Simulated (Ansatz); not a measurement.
# Si: a tetragonal deformation path

The task here is to estimate one member of a computed series from the others.

Method: DFT LDA, scalar-relativistic, plane waves, PAW, in Ansatz 0.2.0.

1 further run of the same task is left out (set aside as unsound or not needed).

**The system as given**

The structure is tetragonal, space group I4/mmm (No. 139). Conventional cell: a = 6.651 Å, b = 6.651 Å, c = 3.845 Å, α = 90.00°, β = 90.00°, γ = 90.00°. Around Si (site symmetry m2m) lie 4 Si at 2.34 to 2.38 Å.

As a file:

```cif
data_structure
_symmetry_space_group_name_H-M 'I4/mmm'
_symmetry_Int_Tables_number 139
_cell_length_a 6.6509
_cell_length_b 6.6509
_cell_length_c 3.8448
_cell_angle_alpha 90.000
_cell_angle_beta 90.000
_cell_angle_gamma 90.000
_cell_volume 170.07
loop_
_atom_site_label
_atom_site_type_symbol
_atom_site_symmetry_multiplicity
_atom_site_Wyckoff_symbol
_atom_site_fract_x
_atom_site_fract_y
_atom_site_fract_z
_atom_site_occupancy
Si1 Si 8 h 0.67880 0.67880 0.50000 1
```

It goes back to an entry of the Materials Project, which need not be the stable form.

The cell is taken as given, not relaxed at this level.

**The reference cell**

The reference gives a free energy of -2434.1268 eV, pressure -1.85 GPa, largest force 0.024 eV/Å and gap on the mesh 0.15 eV. It was computed beforehand with the settings of the runs below.

Set-up of the first run:

At fixed volume and fractional coordinates, lengths along (0.000, 0.000, 1.000) are scaled against those across it; ρ is that ratio over its starting value.

File input.yaml:

```yaml
crystal:
  lattice:
    - [-3.5105624357, 3.5105624357, 1.7249895509]
    - [3.5105624357, -3.5105624357, 1.7249895509]
    - [3.5105624357, 3.5105624357, -1.7249895509]
  atoms:
    - { symbol: Si, position: [0.17880106, 0.17880106, 0.35760212] }
    - { symbol: Si, position: [0.82119894, 0.82119894, 0.64239788] }
    - { symbol: Si, position: [0.17880106, 0.82119894, 0.0] }
    - { symbol: Si, position: [0.82119894, 0.17880106, 0.0] }
basis:
  ecutwfc: 420
kpoints:
  mp_grid: { grid: [12, 12, 12] }
hamiltonian:
  xc: lda
scf:
  occupations: { method: gaussian, width: 0.03 }
output:
  forces: true
  stress: true
  eigenvalues: true
```

Launch:

```
> ansatz run input.yaml --threads 1 --pin off --max-ram 2560MiB --backend cpu --events-out ev --progress --plain --runs-dir out
```

Steps of the session up to this table: ρ = 0.850; At ρ = 1.200; Point ρ = 0.920; At ρ = 1.100; ρ = 0.960; At ρ = 1.050; ρ = 0.800; ρ = 1.300.

One of the session's tables, all rows but one given; the rest of the session is left out.

| ρ | ΔE (meV/atom) | pressure (GPa) | gap on the mesh (eV) |
| --- | --- | --- | --- |
| 0.800 | 370.2 | 2.4 | 0.00 |
| 0.850 | 200.6 | 0.8 | 0.00 |
| 0.920 | 52.1 | -1.0 | 0.00 |
| 0.960 | ? | ? | ? |
| 1.000 | 0.0 | -1.8 | 0.15 |
| 1.050 | 18.8 | -1.8 | 0.00 |
| 1.100 | 68.1 | -1.4 | 0.00 |
| 1.200 | 233.9 | 0.4 | 0.00 |
| 1.300 | 460.3 | 3.2 | 0.00 |

**Question.** Estimate the row for ρ = 0.960.

Worked estimate for «ΔE (meV/atom)». A straight line through the neighbours (0.920, 52.1) and (1.000, 0.0) gives 52.1 + (0.0 − 52.1) × (0.960 − 0.920) / (1.000 − 0.920) = 26.1; a parabola fitted to 4 rows on both sides gives 11.3.

**Answer.** ΔE (meV/atom): 12.0; pressure (GPa): -1.6; gap on the mesh (eV): 0.10. In «ΔE (meV/atom)» the line misses by +14.1 and the parabola by -0.7.
